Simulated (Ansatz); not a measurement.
# AlGaH: the cost of one run

Program: Ansatz 0.2.0, Gaussian basis. Level of theory: def2-QZVPP, all electrons in the functionals, frozen cores in the correlation of double hybrids and RPA. These are calculated values, not measurements.

The runs, in order: PBE, BLYP, r2SCAN, B97M-V, PBE0, B3LYP, wB97M-V, B2PLYP, at charge 0, doublet; charge 0, quartet; charge 1, singlet; charge 1, triplet.

8 further runs of the same task are left out: 8 set aside as unsound or not needed.

### 1 The system

The geometry is a PBE0/def2-TZVP stationary point (not a proven minimum). No spin-orbit coupling is included. The filled d shell of Ga may be among the frozen orbitals whatever the setting's name suggests; the logs give the count.

3 atoms, charge 0, spin multiplicity 2.

Atoms are counted from 1 here; the program's logs count them from 0.

Bond lengths: Al1–Ga2 2.671 Å, Al1–H3 1.622 Å. Angles: Ga2–Al1–H3 180.0°.

No dispersion term is added; B97M-V, wB97M-V hold VV10 nonlocal correlation. B3LYP takes the VWN-RPA correlation.

The geometry shown and the zero of energy belong to the point charge 0, doublet. The yardstick, RCCSD(T), and other wave-function levels (R restricted, U unrestricted, valence and pair active spaces) come from earlier runs.

### 2 PBE, charge 0, doublet

Contents of in.yaml:

```yaml
crystal:
  periodic: [false, false, false]
  atoms:
    - {symbol: Al, position_ang: [0.000000, 0.000000, 0.349567]}
    - {symbol: Ga, position_ang: [0.000000, 0.000000, -2.320933]}
    - {symbol: H, position_ang: [0.000000, 0.000000, 1.971367]}
basis:
  gaussian: {orbitals: "def2-QZVPP.json"}
magnetization: {spin_polarized: true, initial_magnetization: 1}
hamiltonian: {xc: {name: PBE}}
output: {orbitals: {seedname: orbitals}}
```

Command:

```sh
$ ansatz run in.yaml --threads 1 --pin off --events-out ev --progress --plain --max-ram 2393MiB
```

What time and memory should one allow on 1 thread of Arm Neoverse V1, shared host?

About 14 s, with a peak of 0.42 GiB.
